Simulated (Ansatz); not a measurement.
A nudged elastic band was laid between two geometries of a periodic cell of 17 atoms, Si16O (host Si, host structure diamond, interstitial O).

Method: Ansatz 0.2.0, DFT PBE, scalar-relativistic, plane waves, PAW. Settings: PAW set soft_1, cutoff 420 eV, k mesh 2x2x2, gaussian smearing 0.05 eV, spin collinear.

* movable images: 3
* climbing image: yes
* spring: 5.0 eV/Å²
* optimiser: quadratic models (default)
* start path: IDPP
* force threshold: 0.05 eV/Å
* iteration limit: 73
* end points: relaxed

First end point:

```xyz
17
Lattice="0.0000 5.4300 5.4300 5.4300 0.0000 5.4300 5.4300 5.4300 0.0000" Properties=species:S:1:pos:R:3
Si -0.039 -0.039 -0.055
Si 1.307 1.510 1.016
Si 2.604 2.916 -0.312
Si 3.966 4.055 1.239
Si 2.983 -0.234 2.694
Si 4.059 1.310 4.044
Si 5.318 2.663 2.574
Si 6.624 4.205 3.782
Si 0.213 2.501 2.801
Si 1.425 4.038 4.108
Si 2.691 5.405 2.677
Si 4.029 6.764 4.052
Si 2.757 2.646 5.462
Si 4.305 3.789 6.822
Si 5.372 5.371 5.397
Si 6.748 6.727 6.736
O 2.698 6.076 6.740
```

Last end point:

```xyz
17
Lattice="0.0000 5.4300 5.4300 5.4300 0.0000 5.4300 5.4300 5.4300 0.0000" Properties=species:S:1:pos:R:3
Si 0.012 -0.107 -0.116
Si 1.402 1.249 1.217
Si 2.770 2.679 -0.048
Si 4.094 4.050 1.324
Si 2.753 -0.022 2.678
Si 4.105 1.307 4.008
Si 5.458 2.783 2.755
Si 6.849 4.117 4.108
Si -0.133 2.558 2.431
Si 1.158 3.963 3.769
Si 2.739 5.389 2.702
Si 4.130 6.736 4.045
Si 2.564 2.657 5.086
Si 4.306 4.340 6.761
Si 5.713 5.672 5.471
Si 7.004 7.007 6.880
O 3.450 4.038 5.365
```

Which bonds break or form, and what moves?

The atom that moves furthest is O17, by 2.57 Å; four of its nearest neighbours are Si2 1.66, Si5 1.66, Si3 2.79, Si14 2.80 Å at the first end and Si13 1.66, Si14 1.66, Si15 2.79, Si10 2.79 Å at the last.

Give the energies along the band, and the barrier.

The run converged. The highest image is number 3 of 0 to 4, 1.45 eV above the ends, which have the same energy within 2 meV. Neighbouring images differ by up to 1.4 eV, so the band resolves the path poorly. By the program's own check the climbing image is of a kind that is not told: the force calls were inconclusive, a negative curvature could not be distinguished from the path's own, the only one lies far off the path, or fixed occupations may fill a level only in part (lowest curvatures found: -10.51 and 0.11 eV/Å²). Limits of this set-up: coarse k mesh, a small cell, in which the defect meets its images, a typed lattice constant that wasn't relaxed here.

```csv
image,path coordinate (Å),energy (eV),Si2–O17 (Å),Si5–O17 (Å),Si13–Si14 (Å)
0,0.00,0.00,1.66,1.66,2.36
1,2.40,0.00,3.14,1.67,2.33
2,4.80,0.06,3.41,1.67,2.34
3,7.20,1.45,3.02,1.94,2.57
4,8.95,0.00,3.58,3.14,2.94
```

What is the geometry of the highest image?


```xyz
17
Lattice="0.0000 5.4300 5.4300 5.4300 0.0000 5.4300 5.4300 5.4300 0.0000" Properties=species:S:1:pos:R:3
Si 0.080 0.025 -0.142
Si 1.407 1.399 1.231
Si 2.755 2.767 -0.107
Si 4.165 4.094 1.221
Si 2.714 0.037 2.594
Si 4.162 1.378 3.935
Si 5.510 2.731 2.582
Si 6.836 4.105 3.957
Si 0.064 2.682 2.633
Si 1.409 4.082 3.916
Si 2.755 5.421 2.548
Si 4.045 6.809 3.936
Si 2.719 2.721 5.278
Si 4.400 4.098 6.656
Si 5.492 5.506 5.239
Si 6.838 6.789 6.638
O 2.692 4.093 6.655
```

Time of the run: 30 min on 2 threads of AMD EPYC 7R43 64-Core Processor (Zen 3) (shared host), peak memory 1.4 GiB.
